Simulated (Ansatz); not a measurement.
# CNTe radical (SMILES [C]1=N[Te]1): single points off equilibrium

An exercise on one series of results from a longer session: the logs are not shown, and one member is left open.

Computed with Ansatz 0.2.0, Gaussian basis. Level: single points in def2-TZVPP.

Correlated methods freeze the cores. Filled d shells of the heavier atoms are correlated. Core potentials replace the inner electrons past krypton, and spin-orbit coupling is left out. Orbitals are unrestricted. B3LYP uses VWN-RPA correlation.

### The starting structure

SMILES `[C]1=N[Te]1`, 3 atoms, charge 0, spin multiplicity 2.

Atoms are counted from 1 here; the program's logs count them from 0.

Bond lengths: C1–N2 1.247 Å, C1–Te3 2.194 Å, N2–Te3 2.093 Å. Angles: N2–C1–Te3 68.7°, C1–N2–Te3 77.6°, C1–Te3–N2 33.7°.

Coordinates:

```xyz
3
charge 0, multiplicity 2
C    -0.8566    0.0696   -0.4371
N    -0.0398    0.8736    0.0530
Te    0.8995   -0.9690    0.3710
```

Set-up of the first run:

Contents of run/in.yaml:

```yaml
crystal:
  periodic: [false, false, false]
  atoms:
    - {symbol: C, position_ang: [-0.856600, 0.069600, -0.437100]}
    - {symbol: N, position_ang: [-0.039800, 0.873600, 0.053000]}
    - {symbol: Te, position_ang: [0.899500, -0.969000, 0.371000]}
basis:
  gaussian: {orbitals: def2-TZVPP}
magnetization: {spin_polarized: true, initial_magnetization: 1}
correlation: {method: ccsd_t}
scf: {omitted_lower_state_checks: [cluster_reference]}
output: {forces: true}
```

The command line of these runs was not kept.

Among the steps run: CCSD(T)/def2-TZVPP; PBE0-D4/def2-TZVPP; wB97M-V/def2-TZVPP; r2SCAN-D4/def2-TZVPP; PBE-D4/def2-TZVPP; SPW92/def2-TZVPP; B3LYP-D4/def2-TZVPP.

One of the session's tables, all rows but one given; the rest of the session is left out.

| method | RMS force component (eV/Å) | angle to CCSD(T) forces (°) | dipole (D) |
| --- | --- | --- | --- |
| CCSD(T) | 0.775 | reference | 2.61 |
| PBE0-D4 | 1.056 | 22.8 | 2.66 |
| wB97M-V | 1.356 | 20.1 | 2.59 |
| r2SCAN-D4 | 0.834 | 14.9 | 2.67 |
| PBE-D4 | 0.594 | 13.0 | 2.68 |
| SPW92 | 0.733 | 27.0 | 2.74 |
| B3LYP-D4 | ? | ? | ? |

**Question.** Estimate the row for B3LYP-D4.

As computed: RMS force component (eV/Å): 1.140; angle to CCSD(T) forces (°): 11.8; dipole (D): 2.68. In the column «RMS force component (eV/Å)» it lies between PBE0-D4 (1.056) and wB97M-V (1.356).
